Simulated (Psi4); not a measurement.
# GeH3 (SMILES [GeH3]), step by step

Aim: a structure relaxation (UM06-2X/def2-SVP), then the harmonic vibrations, then a single-point energy (UCCSD(T)/def2-TZVP) of GeH3. 

The results are computed with Psi4 1.11.

## Step 1: Starting point

The species is GeH3 (4 atoms), meant as a doublet with charge 0. SMILES: `[GeH3]`. All atoms were displaced at random from a relaxed shape. The run starts from this shape.

Bond lengths: Ge1–H2 1.585 Å, Ge1–H3 1.432 Å, Ge1–H4 1.537 Å. Angles: H2–Ge1–H3 111.3°, H2–Ge1–H4 104.6°, H3–Ge1–H4 113.9°.

## Step 2: A structure relaxation at UM06-2X/def2-SVP (density fitting) (run 1)

Input file input.inp:

```
memory 1600 MB

molecule m {
  0 2
  Ge
  H 1 1.585051
  H 1 1.431744 2 111.27521
  H 1 1.536753 3 113.8588 2 -117.87451
  symmetry c1
}

set {
  reference    uks
  geom_maxiter 60
}

E = opt("m06-2x/def2-SVP")
```

The run is started by

```bash
psi4 -i input.inp -o input.out -n 1
```

input.out:

```text
[...]
  Running in c1 symmetry.
[...]
  Nuclear repulsion =   34.169078744517648
[...]
  Multiplicity = 2
[...]
  Nalpha       = 18
  Nbeta        = 17
[...]
    Number of basis functions: 47
[...]
   @DF-UKS iter   1: -2077.25050775894852   -2.43914e+00   4.77563e-02 ADIIS/DIIS
[...]
   @DF-UKS iter   7: -2078.48217607095285   -2.72848e-12   5.00146e-09 DIIS
[...]
   @S^2 Observed:                7.525797724E-01
[...]
  @DF-UKS Final Energy: -2078.48217607095285
   => Energetics <=
    Nuclear Repulsion Energy =             33.4921930717108367
    One-Electron Energy =               -2963.0170641652584891
    Two-Electron Energy =                 888.8301321495166576
    DFT Exchange-Correlation Energy =     -37.7874371269218940
    Empirical Dispersion Energy =           0.0000000000000000
    VV10 Nonlocal Energy =                  0.0000000000000000
    Total Energy =                      -2078.4821760709528462
[...]
 Multipole Moments:
 ------------------------------------------------------------------------------------
     Multipole            Electronic (a.u.)      Nuclear  (a.u.)        Total (a.u.)
 ------------------------------------------------------------------------------------
 L = 1.  Multiply by 2.5417464519 to convert [e a0] to [Debye]
 Dipole X            :         -1.2740205            1.2310494           -0.0429711
 Dipole Y            :         -0.6832192            0.6601098           -0.0231094
 Dipole Z            :         -0.4718969            0.4557918           -0.0161052
 Magnitude           :                                                    0.0513803
[...]
  -Total Gradient:
     Atom            X                  Y                   Z
    ------   -----------------  -----------------  -----------------
       1        0.000140734298     0.000088888871     0.000016086259
       2        0.000204311961     0.000114065172     0.000115612450
       3        0.000112841902     0.000101484273     0.000069826222
       4        0.000201993001     0.000092907687     0.000133425132
[...]
    Final optimized geometry and variables:
    Molecular point group: c1
    Full point group: C1
    Geometry (in Angstrom), charge = 0, multiplicity = 2:
    GE
    H             1    1.545623
    H             1    1.545569      2  110.845840
    H             1    1.545556      3  110.895736      2 -123.583992
    Psi4 run time: 0:00:32.28
[...]
```

Standard output:

```text
Optimizer: Optimization complete!
```

Wall time 34 s (1 thread of Intel Xeon Platinum 8375C at 2.90GHz (Ice Lake), shared host); peak memory 0.51 GiB.

Step by step:

```tsv
step	energy from the first frame kept (eV)	largest force (eV/Å)
0	0.0000	2.9096
1	-0.1541	0.1440
2	-0.1594	0.0624
3	-0.1608	0.0195
4	-0.1609	0.0153
5	-0.1608	0.0134
```

After the run. Bond lengths: Ge1–H2 1.546 Å, Ge1–H3 1.546 Å, Ge1–H4 1.546 Å. Angles: H2–Ge1–H3 110.8°, H2–Ge1–H4 110.9°, H3–Ge1–H4 110.9°.

## Step 3: The harmonic vibrations at UM06-2X/def2-SVP (density fitting) (run 2)

Input file geh3.sdf:

```

     RDKit          3D

  4  3  0  0  0  0  0  0  0  0999 V2000
    0.2115   -0.1700   -0.2620 Ge  0  0  0  0  0  3  0  0  0  0  0  0
    1.0388    0.1629    1.0005 H   0  0  0  0  0  0  0  0  0  0  0  0
   -0.8560   -1.2440    0.0474 H   0  0  0  0  0  0  0  0  0  0  0  0
   -0.4411    1.1044   -0.8440 H   0  0  0  0  0  0  0  0  0  0  0  0
  2  1  1  0
  3  1  1  0
  4  1  1  0
M  RAD  1   1   2
M  END
$$$$
```

Input file run.py:

```python
import psi4
from rdkit import Chem

psi4.set_memory('1600 MB')
psi4.set_num_threads(1)
psi4.set_output_file('run.log', False)

rd = Chem.SDMolSupplier('geh3.sdf', removeHs=False, sanitize=False)[0]
xyz = rd.GetConformer().GetPositions()
atoms = '\n'.join(f'{a.GetSymbol()} {x:.4f} {y:.4f} {z:.4f}' for a, (x, y, z) in zip(rd.GetAtoms(), xyz))
mol = psi4.geometry('0 2\n' + atoms + '')

psi4.set_options({
    'basis': 'def2-SVP',
    'reference': 'uks',
    't': 400.0,
    'rotational_symmetry_number': 3,
})

result, w = psi4.frequencies('m06-2x', return_wfn=True)
print('E =', round(result, 9))
print('wavenumbers / cm^-1:', w.frequencies().np.round(1))
for k, v in sorted(psi4.core.scalar_variables().items()):
    print(f'{k:45s} {v:18.10f}')
```

The run is started by

```bash
python run.py
```

run.log:

```text
[...]
  Running in c1 symmetry.
[...]
  Nuclear repulsion =   33.498213663134223
[...]
  Multiplicity = 2
[...]
  Nalpha       = 18
  Nbeta        = 17
[...]
    Number of basis functions: 47
[...]
   @DF-UKS iter   1: -2077.24514962014155   -2.48370e+00   4.78334e-02 ADIIS/DIIS
[...]
   @DF-UKS iter  11: -2078.48217675220758   -8.64020e-12   7.08687e-09 DIIS
[...]
   @S^2 Observed:                7.525795109E-01
[...]
  @DF-UKS Final Energy: -2078.48217675220758
   => Energetics <=
    Nuclear Repulsion Energy =             33.4840645097332441
    One-Electron Energy =               -2963.0002740043219092
    Two-Electron Energy =                 888.8213628459931215
    DFT Exchange-Correlation Energy =     -37.7873301036122911
    Empirical Dispersion Energy =           0.0000000000000000
    VV10 Nonlocal Energy =                  0.0000000000000000
    Total Energy =                      -2078.4821767522080336
[...]
  -Total Gradient:
     Atom            X                  Y                   Z
    ------   -----------------  -----------------  -----------------
       1       -0.000013839030     0.000013928601     0.000083881327
       2       -0.000161132335     0.000080977782     0.000203675133
       3       -0.000149564196    -0.000062664694     0.000181582979
       4       -0.000230966631     0.000309544160     0.000035767670
[...]
  ==> Harmonic Vibrational Analysis <==
[...]
  Freq [cm^-1]                 709.1888            812.6482            867.6560
[...]
  IR activ [km/mol]            58.3676             66.7325             69.0858
[...]
  Freq [cm^-1]                2135.2938           2160.5570           2182.5520
[...]
  IR activ [km/mol]            52.9819             128.0971            148.1881
[...]
  Total E_0, Enthalpy at 0 [K]                                                        -2078.46197596 [Eh]
[...]
  Total H, Enthalpy at  400.00 [K]                                                    -2078.45623028 [Eh]
[...]
  Total G, Gibbs energy at  400.00 [K]                                                -2078.49325070 [Eh]
[...]
```

Standard output:

```text
E = -2078.482178515
wavenumbers / cm^-1: [ 709.2  812.6  867.7 2135.3 2160.6 2182.6]
CURRENT ENERGY                                  -2078.4821785146
CURRENT REFERENCE ENERGY                        -2078.4821785146
DD SOLVATION ENERGY                                 0.0000000000
DFT FUNCTIONAL TOTAL ENERGY                     -2078.4821785146
DFT TOTAL ENERGY                                -2078.4821785146
DFT VV10 ENERGY                                     0.0000000000
DFT XC ENERGY                                     -37.7874362875
ENTHALPY                                        -2078.4562302750
ENTHALPY CORRECTION                                 0.0259482396
FINDIF NUMBER                                      19.0000000000
GIBBS FREE ENERGY                               -2078.4932507002
GIBBS FREE ENERGY CORRECTION                       -0.0110721856
GRID ELECTRONS ALPHA                               17.9999988886
GRID ELECTRONS BETA                                16.9999992302
GRID ELECTRONS TOTAL                               34.9999981188
NUCLEAR REPULSION ENERGY                           33.4918557700
ONE-ELECTRON ENERGY                             -2963.0163786392
PCM POLARIZATION ENERGY                             0.0000000000
PE ENERGY                                           0.0000000000
SCF ITERATION ENERGY                            -2078.4821785146
SCF ITERATIONS                                     11.0000000000
SCF TOTAL ENERGY                                -2078.4821785146
THERMAL ENERGY                                  -2078.4574969992
THERMAL ENERGY CORRECTION                           0.0246815154
TWO-ELECTRON ENERGY                               888.8297806421
ZERO K ENTHALPY                                 -2078.4619759618
ZPVE                                                0.0202025528
```

Run time: 1.9 min. Hardware: 1 thread of Intel Xeon Platinum 8375C at 2.90GHz (Ice Lake), shared host; peak memory 0.57 GiB.

## Step 4: The energy at UCCSD(T)/def2-TZVP (run 3)

Input file input.in:

```
memory 1.6 GB

molecule mol {
  0 2
  Ge     0.211540    -0.170004    -0.261971
  H      1.038753     0.162884     1.000509
  H     -0.856009    -1.243987     0.047354
  H     -0.441081     1.104364    -0.844049
  units angstrom
}

set globals {
  basis def2-TZVP
  reference uhf
  scf_type pk
  num_frozen_docc 9
}

E, wfn = energy("ccsd(t)", return_wfn=True)
print_variables()
```

The run is started by

```bash
psi4 -n 1 input.in input.out
```

input.out:

```text
[...]
  Running in c1 symmetry.
[...]
  Nuclear repulsion =   33.492191594660767
[...]
  Multiplicity = 2
[...]
  Nalpha       = 18
  Nbeta        = 17
[...]
    Number of basis functions: 66
[...]
   @UHF iter   1: -2075.79195384037939   -2.89986e+00   4.13642e-02 ADIIS/DIIS
[...]
   @UHF iter  13: -2077.06823270004224   -2.72848e-12   2.94426e-09 DIIS
[...]
   @S^2 Observed:                7.545192921E-01
[...]
    Orbital Energies [Eh]
    ---------------------
    Alpha Occupied:
       1A   -405.233969     2A    -52.141969     3A    -46.231598
       4A    -46.228434     5A    -46.228432     6A     -7.187274
       7A     -5.167113     8A     -5.159404     9A     -5.159402
      10A     -1.635390    11A     -1.634653    12A     -1.634651
      13A     -1.630596    14A     -1.630593    15A     -0.735285
      16A     -0.479272    17A     -0.479185    18A     -0.331365
    Alpha Virtual:
      19A      0.144687    20A      0.155297    21A      0.155369
      22A      0.252639    23A      0.286502    24A      0.286510
      25A      0.301731    26A      0.301762    27A      0.416571
[...]
  @UHF Final Energy: -2077.06823270004224
   => Energetics <=
    Nuclear Repulsion Energy =             33.4921915946607669
    One-Electron Energy =               -2963.7032499129832104
    Two-Electron Energy =                 853.1428256182803125
    Total Energy =                      -2077.0682327000422447
  UHF NO Occupations:
  HONO-2 :   16  A 1.9997707
  HONO-1 :   17  A 1.9982519
[...]
 Multipole Moments:
 ------------------------------------------------------------------------------------
     Multipole            Electronic (a.u.)      Nuclear  (a.u.)        Total (a.u.)
 ------------------------------------------------------------------------------------
 L = 1.  Multiply by 2.5417464519 to convert [e a0] to [Debye]
 Dipole X            :          0.9388737           -0.9138661            0.0250076
 Dipole Y            :         -0.5608103            0.5457599           -0.0150504
 Dipole Z            :         -1.0411143            1.0129020           -0.0282123
 Magnitude           :                                                    0.0405934
[...]
      * MP2 total energy                      = -2077.308458805761347
[...]
      * CCSD total energy                     = -2077.326333767035067
[...]
      * CCSD(T) total energy                     = -2077.333969850232734
[...]
```

It took 21 s on 1 thread of Intel Xeon Platinum 8375C at 2.90GHz (Ice Lake), shared host; peak memory 0.33 GiB.

## Step 5: What came out

| quantity | value |
| --- | --- |
| run 1, UM06-2X/def2-SVP: total energy at the end | -2078.48218 Eh |
| run 1, UM06-2X/def2-SVP: dipole moment | 0.13 D |
| run 1, UM06-2X/def2-SVP: HOMO energy (highest over α and β) | -7.28 eV |
| run 1, UM06-2X/def2-SVP: LUMO energy (lowest over α and β) | -2.59 eV |
| run 1, UM06-2X/def2-SVP: ⟨S²⟩ | 0.753 |
| run 2, UM06-2X/def2-SVP: lowest harmonic wavenumber | 709 cm⁻¹ |
| run 2, UM06-2X/def2-SVP: highest harmonic wavenumber | 2183 cm⁻¹ |
| run 2, UM06-2X/def2-SVP: zero-point energy | 53.0 kJ/mol |
| run 2, UM06-2X/def2-SVP: ideal-gas entropy at 400 K (symmetry number 3 as used) | 58.1 cal/(mol K) |
| run 3, UCCSD(T)/def2-TZVP: total energy | -2077.33397 Eh |
| run 3, UCCSD(T)/def2-TZVP: HOMO energy (Hartree–Fock orbitals) (highest over α and β) | -9.02 eV |
| run 3, UCCSD(T)/def2-TZVP: LUMO energy (Hartree–Fock orbitals) (lowest over α and β) | 1.05 eV |
| run 3, UCCSD(T)/def2-TZVP: correlation energy (9 core orbitals frozen) | -265.7 mEh |
| run 3, UCCSD(T)/def2-TZVP: (T) correction | -7.64 mEh |
| run 3, UCCSD(T)/def2-TZVP: ⟨S²⟩ of the reference determinant | 0.755 |
| run 3, UCCSD(T)/def2-TZVP: T1 diagnostic | 0.018 |

In words: The optimisation (run 1, UM06-2X/def2-SVP) took 6 steps and changed the energy by -0.161 eV. All 6 modes (run 2, UM06-2X/def2-SVP) are real, so the shape is a minimum at this level. The triples (run 3, UCCSD(T)/def2-TZVP) make up 2.9 % of the correlation energy.
